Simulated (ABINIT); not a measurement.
# PtSe (Fm-3m) in ABINIT: a series of runs, part 2 of 2

ABINIT 10.8.3 (patched build).

## (4) Single point, HSE06

run.abi reads:

```
# Pseudopotentials
pp_dirpath "./"
pseudos "Pt_ONCV_PBE-1.2.upf, Se_ONCV_PBE-1.2.upf"

# Structure
acell 3*1.0
rprim
     0.0000000000     5.2882306198     5.2882306198
     5.2882306198     0.0000000000     5.2882306198
     5.2882306198     5.2882306198     0.0000000000
ntypat 2
znucl 78 34
natom 2
typat 1 2
xred
     0.5000000000     0.5000000000     0.5000000000
     0.0000000000     0.0000000000     0.0000000000

# Plane-wave basis
ecut 26.0

# k points
kptopt 1
ngkpt 3 3 3
nshiftk 1
shiftk 0.0 0.0 0.0

# Exchange and correlation
ixc -428
hyb_mixing_sr 0.15

# Bands and occupations
nband 16
occopt 3
tsmear 0.00183747

# SCF cycle
nstep 60
toldfe 1.0e-7

# Output
iomode 3
prtwf 0
prtden 0
prteig 0
prtebands 0
enunit 2
```

Potentials or basis: SG15 NC PBE v1.2.

The run is started by

```console
$ mpirun --bind-to none -np 4 abinit run.abi > log 2>&1
```

run.abo:

```text
.Version 10.8.3 of ABINIT
 Symmetries : space group Fm -3 m (#225); Bravais cF (face-center cubic)
================================================================================
 Values of the parameters that define the memory need of the present run
     intxc =       0    ionmov =       0      iscf =       7    lmnmax =       8
     lnmax =       8     mgfft =      36  mpssoang =       4    mqgrid =    3001
     natom =       2  nloc_mem =       1    nspden =       1   nspinor =       1
    nsppol =       1      nsym =      48    n1xccc =       0    ntypat =       2
    occopt =       3   xclevel =       2
       mpw =        1893          nfft =       46656          nkpt =           4
================================================================================
================================================================================

--------------------------------------------------------------------------------
------------- Echo of variables that govern the present computation ------------
--------------------------------------------------------------------------------
 -outvars: echo values of preprocessed input variables --------
            acell      1.0000000000E+00  1.0000000000E+00  1.0000000000E+00 Bohr
              amu      1.95080000E+02  7.89600000E+01
             ecut      2.60000000E+01 Hartree
           enunit           2
   hyb_mixing_sr       1.5000000000E-01
              ixc        -428
         kptrlatt        3    0    0      0    3    0      0    0    3
          kptrlen      2.24360624E+01
            natom           2
[... 186 lines left out ...]
non_local_psp+x     :  1.10051644579510E+01
internal            : -1.30732561460363E+02
'-kT*entropy'       : -1.78447371085898E-04
total_energy        : -1.30732739907734E+02
...

--- !EnergyTermsDC
iteration_state     : {dtset: 1, }
comment             : '"Double-counting" decomposition of free energy'
band_energy         : -1.47092567771606E+01
Ewald energy        : -8.91570728187790E+01
psp_core            :  2.28203586645704E+00
xc_dc               : -2.91490440594648E+01
internal            : -1.30733337788947E+02
'-kT*entropy'       : -1.78447371085898E-04
total_energy_dc     : -1.30733516236318E+02
...

 Cartesian components of stress tensor (hartree/bohr^3)
  sigma(1 1)=  5.13855871E-04  sigma(3 2)=  0.00000000E+00
  sigma(2 2)=  5.13855871E-04  sigma(3 1)=  0.00000000E+00
  sigma(3 3)=  5.13855871E-04  sigma(2 1)=  0.00000000E+00

-Cartesian components of stress tensor (GPa)         [Pressure= -1.5118E+01 GPa]
- sigma(1 1)=  1.51181617E+01  sigma(3 2)=  0.00000000E+00
- sigma(2 2)=  1.51181617E+01  sigma(3 1)=  0.00000000E+00
- sigma(3 3)=  1.51181617E+01  sigma(2 1)=  0.00000000E+00

== END DATASET(S) ==============================================================
================================================================================

 -outvars: echo values of variables after computation  --------
            acell      1.0000000000E+00  1.0000000000E+00  1.0000000000E+00 Bohr
           etotal     -1.3073273991E+02
            fcart     -0.0000000000E+00 -0.0000000000E+00 -0.0000000000E+00
                      -0.0000000000E+00 -0.0000000000E+00 -0.0000000000E+00
            rprim      0.0000000000E+00  5.2882306198E+00  5.2882306198E+00
                       5.2882306198E+00  0.0000000000E+00  5.2882306198E+00
                       5.2882306198E+00  5.2882306198E+00  0.0000000000E+00
           strten      5.1385587096E-04  5.1385587096E-04  5.1385587096E-04
                       0.0000000000E+00  0.0000000000E+00  0.0000000000E+00
           xangst      2.7984111281E+00  2.7984111281E+00  2.7984111281E+00
                       0.0000000000E+00  0.0000000000E+00  0.0000000000E+00
             xred      5.0000000000E-01  5.0000000000E-01  5.0000000000E-01
                       0.0000000000E+00  0.0000000000E+00  0.0000000000E+00
 Calculation completed.
```

It took 4.1 min on 4 MPI ranks of Arm Neoverse V2, shared host; peak memory 0.36 GiB.

What came out:

```yaml
Free_energy: -3557.4191 eV
Pressure: -15.1 GPa
Band_gap_on_the_k_mesh: none (metal or under the smearing width)
Valence_electrons_inside_the_program's_atomic_spheres: Pt 14.51; Se 3.10
```

Levels at points of the mesh, in eV from the Fermi level:
```
           k point  band 10  band 11  band 12  band 13  band 14  band 15
(0.00, 0.00, 0.00)    -3.31    -2.09    -2.09    -2.09    -0.08     9.91
```

Caveat: the k mesh is coarse (spacing up to 0.65 Å⁻¹), so the values aren't converged, least of all with exact exchange; exact exchange is summed on a coarse mesh, which widens gaps by tenths of an eV; Libxc's HSE differs a little from that of other programs; the potentials were made for another functional, which shifts forces and pressure.

## (5) The runs side by side

| share of exact exchange | gap on the mesh (eV) | pressure (GPa) |
| --- | --- | --- |
| 0.25 | none | -16.9 |
| 0.05 | none | -13.5 |
| 0.15 | none | -15.1 |

Alike in all rows: task single point; level HSE06; potentials or basis SG15 NC PBE v1.2; no spin polarisation; cell as given; k mesh 3 × 3 × 3; cutoff (eV) 707; smearing fermi-dirac 0.05 eV; the mesh is coarse, so values aren't converged.

Caveats: all runs use coarse meshes; exact exchange is summed on a coarse mesh, which widens gaps by tenths of an eV; Libxc's HSE differs a little from that of other programs; the potentials were made for another functional, which shifts forces and pressure.

Total energies depend on the potentials used, so only differences within one code and one set of settings carry meaning.
